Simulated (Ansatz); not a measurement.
# K2Ti: the cost of one run

Method: DFT PBE, scalar-relativistic, plane waves, PAW, in Ansatz 0.2.0.

**1. Starting point**

Symmetry: I4/mmm, No. 139, tetragonal system. Conventional cell: a = 4.103 Å, b = 4.103 Å, c = 10.064 Å, α = 90.00°, β = 90.00°, γ = 90.00°. K (site symmetry 4mm) has 5 K at 3.32 to 3.37 Å and 5 Ti at 3.34 to 3.37 Å as nearest neighbours. Ti (site symmetry 4/mmm) has 10 K at 3.34 to 3.37 Å as nearest neighbours.

As a file:

```
K Ti
1.0
    -2.05135    2.05135    5.03222
     2.05135   -2.05135    5.03222
     2.05135    2.05135   -5.03222
K Ti
2 1
Cartesian
  0.0000 0.0000 6.6928
  0.0000 0.0000 3.3716
  0.0000 0.0000 0.0000
```

This is candidate A: MoSi2 (C11b) type (I4/mmm, No. 139).

(A quick probe on a coarse mesh, which set the mesh and smearing, is not shown.)

**3. A loose first relaxation (candidate A)**

Contents of input.yaml:

```yaml
crystal:
  lattice:
    - [-2.051349766, 2.051349766, 5.0322173947]
    - [2.051349766, -2.051349766, 5.0322173947]
    - [2.051349766, 2.051349766, -5.0322173947]
  atoms:
    - { symbol: K, position: [0.665, 0.665, 0.0] }
    - { symbol: K, position: [0.335, 0.335, 0.0] }
    - { symbol: Ti, position: [0.0, 0.0, 0.0] }
basis:
  ecutwfc: 420
kpoints:
  mp_grid: { grid: [6, 6, 6] }
hamiltonian:
  xc: pbe
scf:
  occupations: { method: gaussian, width: 0.1 }
  lower_state_search: "off"
output:
  forces: true
  stress: true
  eigenvalues: true
relax:
  adjacent_minimum: "off"
  f_tol: 0.04
  max_steps: 70
  cell: { stress_tol: 0.4 }
```

On the command line:

```console
$ ansatz run input.yaml --threads 1 --pin off --max-ram 2560MiB --backend cpu --events-out ev --progress --plain --runs-dir out
```

What time and memory should one allow on 1 thread of AMD EPYC 7R43 (Zen 3), shared host?

About 2.4 min, with a peak of 0.44 GiB.
